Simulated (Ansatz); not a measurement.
# ZnO2: the cost of one run

Program: Ansatz 0.2.0. Level of theory: DFT LDA, scalar-relativistic, plane waves, PAW. These are calculated values, not measurements.

42 further runs of the same task are left out: 42 set aside as unsound or not needed.

## Step 1: The structure to begin with

The structure is cubic, space group Pa-3 (No. 205). The conventional cell has a = 4.802 Å, b = 4.802 Å, c = 4.802 Å, α = 90.00°, β = 90.00°, γ = 90.00°. Around Zn (site symmetry -3) lie 6 O at 2.07 Å. Around O (site symmetry 3) lie 1 O at 1.46 Å and 3 Zn at 2.07 Å.

Structure file:

```cif
data_structure
_symmetry_space_group_name_H-M 'Pa-3'
_symmetry_Int_Tables_number 205
_cell_length_a 4.8023
_cell_length_b 4.8023
_cell_length_c 4.8023
_cell_angle_alpha 90.000
_cell_angle_beta 90.000
_cell_angle_gamma 90.000
_cell_volume 110.75
loop_
_atom_site_label
_atom_site_type_symbol
_atom_site_symmetry_multiplicity
_atom_site_Wyckoff_symbol
_atom_site_fract_x
_atom_site_fract_y
_atom_site_fract_z
_atom_site_occupancy
Zn1 Zn 4 a 0.00000 0.50000 0.50000 1
O1 O 8 c 0.41241 0.08759 0.91241 1
```

It goes back to an entry of the Materials Project, which need not be the stable form.

This cell was relaxed beforehand with the same method: volume 9.23 Å³/atom, gap on the mesh 2.34 eV.

## Step 2: What is varied

The energy is mapped over volume and the cell's shape.

First coordinate, volume per atom: 9 values from 8.491 to 9.968 Å³. Second coordinate, length along [111] over the lengths across it, relative to the cubic cell: 9 values from 0.834 to 1.200.

Nothing else is relaxed (fractional coordinates fixed). Energies count from the relaxed crystal. Points are written as (first, second).

## Step 3: Grid point (8.491 Å³, 1.000)

Contents of input.yaml:

```yaml
crystal:
  lattice:
    - [4.6706790888, 0.0, 0.0]
    - [0.0, 4.6706790888, 0.0]
    - [0.0, 0.0, 4.6706790888]
  atoms:
    - { symbol: Zn, position: [0.0, 0.5, 0.5] }
    - { symbol: Zn, position: [0.5, 0.5, 0.0] }
    - { symbol: Zn, position: [0.5, 0.0, 0.5] }
    - { symbol: Zn, position: [0.0, 0.0, 0.0] }
    - { symbol: O, position: [0.4124106084, 0.0875893916, 0.9124106084] }
    - { symbol: O, position: [0.0875893916, 0.9124106084, 0.4124106084] }
    - { symbol: O, position: [0.9124106084, 0.4124106084, 0.0875893916] }
    - { symbol: O, position: [0.5875893916, 0.5875893916, 0.5875893916] }
    - { symbol: O, position: [0.4124106084, 0.4124106084, 0.4124106084] }
    - { symbol: O, position: [0.0875893916, 0.5875893916, 0.9124106084] }
    - { symbol: O, position: [0.9124106084, 0.0875893916, 0.5875893916] }
    - { symbol: O, position: [0.5875893916, 0.9124106084, 0.0875893916] }
basis:
  ecutwfc: 520.0
kpoints:
  mp_grid: { grid: [6, 6, 6] }
hamiltonian:
  xc: lda
  pseudopotentials: { kind: paw, azcp: { folder: soft_1 } }
scf:
  occupations: { method: gaussian, width: 0.05 }
output:
  forces: true
  stress: true
  eigenvalues: true
```

Run with:

```sh
$ ansatz run input.yaml --threads 4 --pin off --max-ram 8192MiB --backend cpu --events-out ev --progress --plain --runs-dir out
```

What time and memory should one allow on 4 threads of Arm Neoverse V1, shared host?

About 4.6 s, with a peak of 0.56 GiB.
